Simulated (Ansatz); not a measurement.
# MgW: further runs on the relaxed cell

An exercise on one series of results from a longer session: the logs are not shown, and one member is left open.

Program: Ansatz 0.2.0. Level of theory: DFT PBEsol, scalar-relativistic, plane waves, PAW. These are calculated values, not measurements.

2 further runs of the same task are left out: 2 set aside as unsound or not needed.

### The structure to begin with

Symmetry: Cmmm, No. 65, orthorhombic system. The conventional cell has a = 3.335 Å, b = 4.241 Å, c = 4.703 Å, α = 90.00°, β = 90.00°, γ = 90.00°. Around Mg (site symmetry mmm) lie 4 Mg at 2.70 Å and 4 W at 2.88 Å. W (site symmetry mmm) is surrounded by 4 W at 2.70 Å and 4 Mg at 2.88 Å.

As a file:

```cif
data_structure
_symmetry_space_group_name_H-M 'Cmmm'
_symmetry_Int_Tables_number 65
_cell_length_a 3.3351
_cell_length_b 4.2408
_cell_length_c 4.7033
_cell_angle_alpha 90.000
_cell_angle_beta 90.000
_cell_angle_gamma 90.000
_cell_volume 66.52
loop_
_atom_site_label
_atom_site_type_symbol
_atom_site_symmetry_multiplicity
_atom_site_Wyckoff_symbol
_atom_site_fract_x
_atom_site_fract_y
_atom_site_fract_z
_atom_site_occupancy
Mg1 Mg 2 c 0.50000 0.00000 0.50000 1
W1 W 2 a 0.50000 0.50000 0.00000 1
```

This cell was relaxed beforehand with the same method: volume 16.63 Å³/atom, gap on the mesh none (metal).

The first run:

File input.yaml:

```yaml
crystal:
  lattice:
    - [4.7033166469, 0.0, 0.0144237158]
    - [0.0, 3.3350714985, 0.0]
    - [-0.0130048284, 0.0, 4.2407454547]
  atoms:
    - { symbol: Mg, position: [0.5, 0.2500002076, 0.75] }
    - { symbol: Mg, position: [0.5, 0.7499997924, 0.25] }
    - { symbol: W, position: [0.0, 0.7500072595, 0.75] }
    - { symbol: W, position: [0.0, 0.2499927405, 0.25] }
basis:
  ecutwfc: 420
kpoints:
  mp_grid: { grid: [10, 14, 10] }
  band_path:
    path:
      - [[0.0, 0.0, 0.0], [-8.0e-08, 0.0, -1.0], [-8.0e-08, -0.19076275, -1.0]]
      - [[0.0, -0.80923725, 0.0], [0.0, 0.0, 0.0], [0.5, 0.0, 0.0], [0.5, -0.80923725, 0.0]]
      - [[0.49999992, -0.19076275, -1.0], [0.49999992, 0.0, -1.0], [-8.0e-08, 0.0, -1.0]]
      - [[0.0, 0.0, 0.0], [-4.0e-08, -0.5, -0.5], [0.49999996, -0.5, -0.5], [0.5, 0.0, 0.0], [0.49999992, 0.0, -1.0]]
    npoints: 14
hamiltonian:
  xc: pbesol
scf:
  occupations: { method: gaussian, width: 0.1 }
  n_extra_bands: 10
output:
  forces: true
  stress: true
  eigenvalues: true
  populations: true
  dos: { projected: true, de: 0.02, nscf_kmesh: { grid: [15, 21, 15] } }
  bader: true
```

Started as:

```
> ansatz run input.yaml --threads 1 --pin off --max-ram 2560MiB --backend cpu --events-out ev --progress --plain --runs-dir out
```

Steps of the session up to this table: Static run: bands, density of states and charges; Volume × 0.97; The cell scaled to 1.03 of its volume; Volume × 0.94; Volume × 1.06.

One table of the session follows, with a row left open; its other results are not shown here.

It belongs to the step «Equation of state». 

```
volume (Å³/atom)  energy above the lowest point (meV/atom)  pressure (GPa)
          15.632                                      30.5           10.32
          16.131                                         ?               ?
          16.630                                       0.0            0.00
          17.129                                       6.6           -4.12
          17.628                                      25.0           -7.65
```

**Question.** Estimate the row for volume (Å³/atom) = 16.131.

Worked estimate for «energy above the lowest point (meV/atom)». A straight line through the neighbours (15.632, 30.5) and (16.630, 0.0) gives 30.5 + (0.0 − 30.5) × (16.131 − 15.632) / (16.630 − 15.632) = 15.2; a parabola fitted to 3 rows on both sides gives 8.0.

As computed: energy above the lowest point (meV/atom): 7.3; pressure (GPa): 4.78. In «energy above the lowest point (meV/atom)» the line misses by +7.9 and the parabola by +0.7.

Caveats from the session: The projections leave out shells that the potentials don't hold, such as empty d states. Warnings in the runs' records: structure snapped to symmetry.
